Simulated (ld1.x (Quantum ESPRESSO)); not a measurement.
**Pseudopotential generation for Co: PAW, LDA (PZ)**

Do these settings give a usable potential? It is generated, then checked for transferability, scattering, ghosts and hardness.

Program: ld1.x (Quantum ESPRESSO) 7.5. Reference atom: LDA (PZ), scalar-relativistic, spherical and spin-unpolarised. All values are calculated.

### 1 The design

The settings as typed:

```json
{
  "element": "cobalt (Co, Z = 27)",
  "type": "PAW",
  "frozen core": "[Ar]",
  "valence charge": "9",
  "reference configuration": "3d6 4s0 4p0 (charge +3)",
  "partial waves": "4s (bound, empty): rcut 1.25, rcutus 1.65 bohr; 4s channel at -1.85 Ry: rcut 1.25, rcutus 1.65 bohr; 4p (bound, empty): rcut 2.20, rcutus 2.55 bohr; 4p channel at -0.55 Ry: rcut 2.20, rcutus 2.55 bohr; 3d (bound): rcut 1.00, rcutus 1.30 bohr; 3d channel at -1.4 Ry: rcut 1.00, rcutus 1.30 bohr",
  "local potential": "all-electron potential smoothed inside 2.35 bohr (lloc = -1)",
  "core correction": "Bessel-smoothed model core inside 1.10 bohr",
  "augmentation charge": "PSQ, inside the norm-conserving radii"
}
```

The outer shells as boxes (Hund's rule for the drawing; the calculation is spin-unpolarised):

```
[Ar] core
3d [↑↓][↑ ][↑ ][↑ ][↑ ]
4s [  ]
4p [  ][  ][  ]
```

An earlier all-electron run gives the scale for the radii.

All-electron outer shells of the reference configuration (LDA (PZ), scalar-relativistic, ld1.x):

```
shell  level (eV)  outermost node (bohr)  outermost maximum (bohr)
   3p     -103.69                   0.28                      0.67
   3d      -45.48                      –                      0.65
   4s      -32.46                   0.94                      1.92
   4p      -24.74                   1.00                      2.21
   4f       -8.40                      –                      4.44
```

### 2 The generation run

Contents of Co.in:

```
 &input
   title='Co', zed=27., rel=1, dft='PZ', iswitch=3,
   config='[Ar] 3d6 4s0 4p0',
   nld=3, rlderiv=2.75, eminld=-5.0, emaxld=5.0, deld=0.02
 /
 &inputp
   pseudotype=3, lpaw=.true., tm=.true., lloc=-1, rcloc=2.35,
   nlcc=.true., new_core_ps=.true., rcore=1.10,
   which_augfun='PSQ', rmatch_augfun_nc=.true.,
   file_pseudopw='Co.UPF', file_wfcaegen='ae.wfc', file_wfcncgen='nc.wfc', file_beta='beta', file_chi='chi', file_wfcusgen='us.wfc'
 /
6
4S  1  0   0.00   0.00  1.25  1.65  0.0
4S  1  0   0.00  -1.85  1.25  1.65  0.0
4P  2  1   0.00   0.00  2.20  2.55  0.0
4P  2  1   0.00  -0.55  2.20  2.55  0.0
3D  3  2   6.00   0.00  1.00  1.30  0.0
3D  3  2   0.00  -1.40  1.00  1.30  0.0
 &test
   configts(1)='3d6 4s0 4p0'
 /
```

On the command line:

```
$ ld1.x < Co.in > Co.out
```

Output in Co.out (without the banner and most projector matrices):

```text
     Program LD1 v.7.5
     --------------------------- All-electron run ----------------------------

     Co
     scalar relativistic calculation

     atomic number is 27.00
     dft =PZ   lsd =0 sic =0 latt =0  beta=0.20 tr2=1.0E-14
     Exchange-correlation= PZ
                           (   1   1   0   0   0   0   0)
     mesh =1193 r(mesh) =  99.89935 a.u. xmin = -7.00 dx = 0.01250
     1 Ry =  13.60569312 eV, c = 137.03599908

     n l     nl                  e(Ry)          e(Ha)          e(eV)
     1 0     1S 1( 2.00)      -559.7667      -279.8834     -7616.0142
     2 0     2S 1( 2.00)       -68.8285       -34.4143      -936.4597
     2 1     2P 1( 6.00)       -59.4461       -29.7231      -808.8058
     3 0     3S 1( 2.00)       -10.3090        -5.1545      -140.2608
     3 1     3P 1( 6.00)        -7.6212        -3.8106      -103.6915
     3 2     3D 1( 6.00)        -3.3424        -1.6712       -45.4752
     4 0     4S 1( 0.00)        -2.3857        -1.1929       -32.4593
     4 1     4P 1( 0.00)        -1.8185        -0.9092       -24.7419

     final scf error:  7.0E-15 reached in  35 iterations

     Etot =   -2776.948577 Ry,   -1388.474288 Ha,  -37782.310154 eV

     Ekin =    2811.754133 Ry,    1405.877066 Ha,   38255.863869 eV
     Encl =   -6589.908840 Ry,   -3294.954420 Ha,  -89660.277391 eV
     Eh   =    1112.891383 Ry,     556.445692 Ha,   15141.658640 eV
     Exc  =    -111.685252 Ry,     -55.842626 Ha,   -1519.555272 eV

     normalization and overlap integrals

     s(1S/1S) =  1.000000  <r> =   0.0563  <r2> =    0.0043  r(max) =   0.0370
     s(2S/2S) =  1.000000  <r> =   0.2560  <r2> =    0.0774  r(max) =   0.2131
     s(2P/2P) =  1.000000  <r> =   0.2252  <r2> =    0.0623  r(max) =   0.1723
     s(3S/3S) =  1.000000  <r> =   0.7698  <r2> =    0.6836  r(max) =   0.6648
     s(3P/3P) =  1.000000  <r> =   0.8062  <r2> =    0.7646  r(max) =   0.6731
     s(3D/3D) =  1.000000  <r> =   0.9393  <r2> =    1.1149  r(max) =   0.6483
     s(4S/4S) =  1.000000  <r> =   2.1684  <r2> =    5.3057  r(max) =   1.9235
     s(4P/4P) =  1.000000  <r> =   2.4862  <r2> =    7.0085  r(max) =   2.2071

     ------------------------ End of All-electron run ------------------------

     --------------------- Generating PAW atomic setup --------------------

      Generating local potential from pseudized AE potential:
      Matching radius rcloc =   2.3500

      Local pseudo, rcloc= 2.349 Estimated cut-off energy=     4.10 Ry

      Computing core charge for nlcc:

       r > 1.11 : true rho core
      Core charge pseudized with two Bessel functions
      Integrated core pseudo-charge :   9.75
      Wfc-us  4S rcutus= 1.656  Estimated cut-off energy=    43.78 Ry
      Wfc-us  4S rcutus= 1.656  Estimated cut-off energy=    15.55 Ry
      Wfc-us  4P rcutus= 2.532  Estimated cut-off energy=    12.09 Ry
      Wfc-us  4P rcutus= 2.532  Estimated cut-off energy=    15.94 Ry
      Wfc-us  3D rcutus= 1.289  Estimated cut-off energy=    69.95 Ry
      Wfc-us  3D rcutus= 1.289  Estimated cut-off energy=   100.14 Ry

     Required augmentation: PSQ   radius:    2.550000

     Q pseudized with Bessel functions
     Expected ecutrho=     416.4572 due to l1=  2   l2=  2

     Estimated PAW energy = -151.784943 Ryd

     The PAW screened D coefficients
    -1.64562    -1.02020     0.00000     0.00000     0.00000     0.00000
    -1.02020     0.26168     0.00000     0.00000     0.00000     0.00000
     0.00000     0.00000     0.81324     0.67715     0.00000     0.00000
     0.00000     0.00000     0.67715     0.57805     0.00000     0.00000
     0.00000     0.00000     0.00000     0.00000    -5.49785    -3.14038
     0.00000     0.00000     0.00000     0.00000    -3.14038    -1.97508

     The PAW descreened D coefficients (US)
    -6.65874    -0.50394     0.00000     0.00000     0.00000     0.00000
    -0.50394     0.65420     0.00000     0.00000     0.00000     0.00000
     0.00000     0.00000     0.16470     0.03251     0.00000     0.00000
     0.00000     0.00000     0.03251    -0.04848     0.00000     0.00000
     0.00000     0.00000     0.00000     0.00000    -2.77520    -1.39531
     0.00000     0.00000     0.00000     0.00000    -1.39531    -0.84908

     ------------------- End of pseudopotential generation -------------------

     [... the all-electron block is printed once more ...]


     Computing logarithmic derivative in   2.74679

       Warning: n=1, l=0 expected 0 nodes, found 1
       Setting wfc to zero for this iteration
       (This warning will only be printed once per wavefunction)

       Zero norm: self consistency problem; state:  2 (l=  0, j=0.0)
     Computing logarithmic derivative in   2.74679
     Computing the partial wave expansion
     R is outside the sphere for l=    0 j= 0.00
     R is outside the sphere for l=    0 j= 0.00
     R is outside the sphere for l=    1 j= 0.00
     R is outside the sphere for l=    1 j= 0.00
     R is outside the sphere for l=    2 j= 0.00
     R is outside the sphere for l=    2 j= 0.00

     ---------------------- Testing the pseudopotential ----------------------

     Co
     scalar relativistic calculation

     atomic number is 27.00   valence charge is  9.00
     dft = SLA  PZ   NOGX NOGC   lsd =0 sic =0 latt =0  beta=0.20 tr2=1.0E-14
     mesh =1193 r(mesh) =  99.89935 xmin = -7.00 dx = 0.01250

     n l     nl             e AE (Ry)        e PS (Ry)    De AE-PS (Ry)
     3 2     3D   1( 6.00)       -3.34237       -3.34237        0.00000
     1 0     4S   1( 0.00)       -2.38572       -2.38572        0.00000
     2 1     4P   1( 0.00)       -1.81850       -1.81850        0.00000

     eps = 6.6E-16  iter =  3

     Etot =   -2776.948577 Ry,   -1388.474288 Ha,  -37782.310154 eV
     Etotps =  -151.784943 Ry,     -75.892472 Ha,   -2065.139361 eV

     Ekin =     108.802080 Ry,      54.401040 Ha,    1480.327705 eV
     Encl =    -184.277227 Ry,     -92.138614 Ha,   -2507.219402 eV
     Ehrt =      35.375456 Ry,      17.687728 Ha,     481.307599 eV
     Ecxc =    -111.685252 Ry,     -55.842626 Ha,   -1519.555263 eV
     (Ecc =     -18.962493 Ry,      -9.481246 Ha,    -257.997858 eV)

     ---------------------- End of pseudopotential test ----------------------
```

Wall time 1.1 s (1 thread, shared host). (Generation and the later configuration tests together.)

All-electron and pseudo partial waves u(r) = r·R(r), from the program's wave files:

| r (bohr) | 4s AE | 4s PS |
| --- | --- | --- |
| 0.128 | -0.1948 | 0.5018 |
| 0.255 | -0.1262 | 0.9055 |
| 0.382 | 0.1928 | 1.1450 |
| 0.510 | 0.3764 | 1.1883 |
| 0.638 | 0.3742 | 1.0455 |
| 0.765 | 0.2500 | 0.7688 |
| 0.893 | 0.0676 | 0.4230 |
| 1.020 | -0.1256 | 0.0812 |
| 1.148 | -0.3066 | -0.2122 |
| 1.275 | -0.4599 | -0.4300 |
| 1.402 | -0.5819 | -0.5774 |
| 1.530 | -0.6729 | -0.6730 |
| 1.658 | -0.7339 | -0.7339 |
| 1.785 | -0.7685 | -0.7685 |
| 1.912 | -0.7810 | -0.7810 |
| 2.040 | -0.7756 | -0.7756 |
| 2.168 | -0.7559 | -0.7559 |
| 2.295 | -0.7259 | -0.7259 |
| 2.422 | -0.6882 | -0.6882 |
| 2.550 | -0.6452 | -0.6452 |
| 2.678 | -0.5993 | -0.5993 |
| 2.805 | -0.5525 | -0.5525 |
| 2.932 | -0.5058 | -0.5058 |
| 3.060 | -0.4598 | -0.4598 |
| 3.188 | -0.4157 | -0.4157 |
| 3.315 | -0.3742 | -0.3742 |

### 3 Testing the new file in other configurations

Contents of Co.test.in:

```
 &input
   title='Co', zed=27., rel=1, dft='PZ', iswitch=2,
   config='[Ar] 3d6 4s0 4p0'
 /
 &test
   file_pseudo='Co.UPF', nconf=10,
   configts(1)='3d6 4s0 4p0',
   configts(2)='3d7 4s2 4p0',
   configts(3)='3d7 4s1 4p0',
   configts(4)='3d7 4s0 4p0',
   configts(5)='3d7 4s0 4p1',
   configts(6)='3d7 4s1.5 4p0',
   configts(7)='3d6 4s2 4p1',
   configts(8)='3d8 4s1 4p0',
   configts(9)='3d6 4s0 4p0', lsdts(9)=1,
   configts(10)='3d7 4s2 4p0', lsdts(10)=1
 /
```

On the command line:

```
$ ld1.x < Co.test.in > Co.test.out
```

Co.test.out, the pseudopotential blocks, each with the warnings that came before it:

```text
     Warning: n=1, l=0 expected 0 nodes, found 1
     ---------------------- Testing the pseudopotential ----------------------

     Co
     scalar relativistic calculation

     atomic number is 27.00   valence charge is  9.00
     dft =SLA  PZ   NOGX NOGC   lsd =0 sic =0 latt =0  beta=0.20 tr2=1.0E-14
     mesh =1193 r(mesh) =  99.89935 xmin = -7.00 dx = 0.01250

     n l     nl             e AE (Ry)        e PS (Ry)    De AE-PS (Ry)
     3 2     3D   1( 6.00)       -3.34237       -3.34237        0.00000
     1 0     4S   1( 0.00)       -2.38572       -2.38572        0.00000
     2 1     4P   1( 0.00)       -1.81850       -1.81850        0.00000

     eps = 6.6E-16  iter =  3

     Etot =   -2776.948577 Ry,   -1388.474288 Ha,  -37782.310154 eV
     Etotps =  -151.784943 Ry,     -75.892472 Ha,   -2065.139361 eV

     Ekin =     108.802080 Ry,      54.401040 Ha,    1480.327705 eV
     Encl =    -184.277227 Ry,     -92.138614 Ha,   -2507.219402 eV
     Ehrt =      35.375456 Ry,      17.687728 Ha,     481.307599 eV
     Ecxc =    -111.685252 Ry,     -55.842626 Ha,   -1519.555263 eV
     (Ecc =     -18.962493 Ry,      -9.481246 Ha,    -257.997858 eV)

     ---------------------- End of pseudopotential test ----------------------
```

9 tests gave no usable energy difference (3d7 4s2 4p0; 3d7 4s1 4p0; 3d7 4s0 4p0; 3d7 4s0 4p1; others); the test run stopped with "negative rho".

### 4 Logarithmic derivatives

Taken from the files of the generation run. The phase is arctan(r·u′/u) with u = r·R, unwrapped, with energies in Ry. A pole is an energy at which the radial function vanishes at the test radius. The pseudo phase is shifted by a multiple of π to meet the all-electron one at the reference energy. Levels narrower than the energy grid can be missing from the poles. Left out: s, where the overlap operator is not positive , so their phases aren't trusted. The last column is the largest difference on the grid between −1 and +1 Ry.

| channel | radius (bohr) | reference (Ry) | poles AE | poles PS | window around the reference with phases within 0.05 rad (Ry) | largest difference near zero (rad) |
| --- | --- | --- | --- | --- | --- | --- |
| p | 2.75 | -1.82 | -0.49 | -0.49, 4.86 | below 1.9 | 0.003 |
| d | 2.75 | -3.34 | -3.30, 1.18 | -3.30, 1.19 | below 3.5 | 0.002 |

Phases (rad) along the scan:

| E (Ry) | p AE | p PS | d AE | d PS |
| --- | --- | --- | --- | --- |
| -5.00 | 1.347 | 1.347 | 1.369 | 1.369 |
| -4.48 | 1.321 | 1.320 | 1.348 | 1.348 |
| -3.96 | 1.281 | 1.281 | 1.313 | 1.313 |
| -3.44 | 1.217 | 1.216 | 1.036 | 1.036 |
| -2.92 | 1.088 | 1.087 | -1.820 | -1.820 |
| -2.40 | 0.702 | 0.702 | -1.902 | -1.902 |
| -1.88 | -0.644 | -0.644 | -2.019 | -2.019 |
| -1.36 | -1.315 | -1.315 | -2.290 | -2.290 |
| -0.84 | -1.504 | -1.504 | -3.201 | -3.201 |
| -0.32 | -1.598 | -1.598 | -4.210 | -4.209 |
| 0.20 | -1.666 | -1.666 | -4.516 | -4.514 |
| 0.72 | -1.732 | -1.734 | -4.644 | -4.642 |
| 1.24 | -1.817 | -1.823 | -4.721 | -4.718 |
| 1.76 | -1.963 | -1.988 | -4.781 | -4.777 |
| 2.28 | -2.332 | -2.506 | -4.842 | -4.835 |
| 2.80 | -3.457 | -3.892 | -4.920 | -4.907 |
| 3.32 | -4.215 | -4.401 | -5.056 | -5.021 |
| 3.84 | -4.445 | -4.564 | -5.423 | -5.281 |
| 4.36 | -4.548 | -4.651 | -6.683 | -6.198 |
| 4.88 | -4.607 | -4.715 | -7.418 | -7.252 |

### 5 Plane-wave convergence, by spherical Bessel functions

This step uses the generator's waves and projectors in a separate script. Basis: spherical Bessel functions vanishing at 20 bohr, q² up to the cutoff; potential fixed at the reference.

No cutoffs are read. The overlap operator is not positive in s (lowest eigenvalue -0.002), so the test is not defined there. The ghost test is not conclusive.

### 6 Summary of results

```
                                                quantity                        value
                                                 cutoffs               not determined
                                            bound ghosts               not determined
                                     configuration tests  no usable energy difference
largest phase difference near zero energy, channels read                    0.003 rad
         lowest eigenvalue of the overlap (Bessel basis)                   -0.002 (s)
               density cutoff estimated by the generator                       416 Ry
```

**Reading.** The overlap operator is not positive definite in s, so a plane-wave run would break down once the basis is large enough. The test run broke off, so later configurations gave nothing; no test gave an energy difference. No cutoffs are read. Ghosts could not be judged. Near zero energy the phases of the channels with partial waves that could be evaluated agree within 0.003 rad.
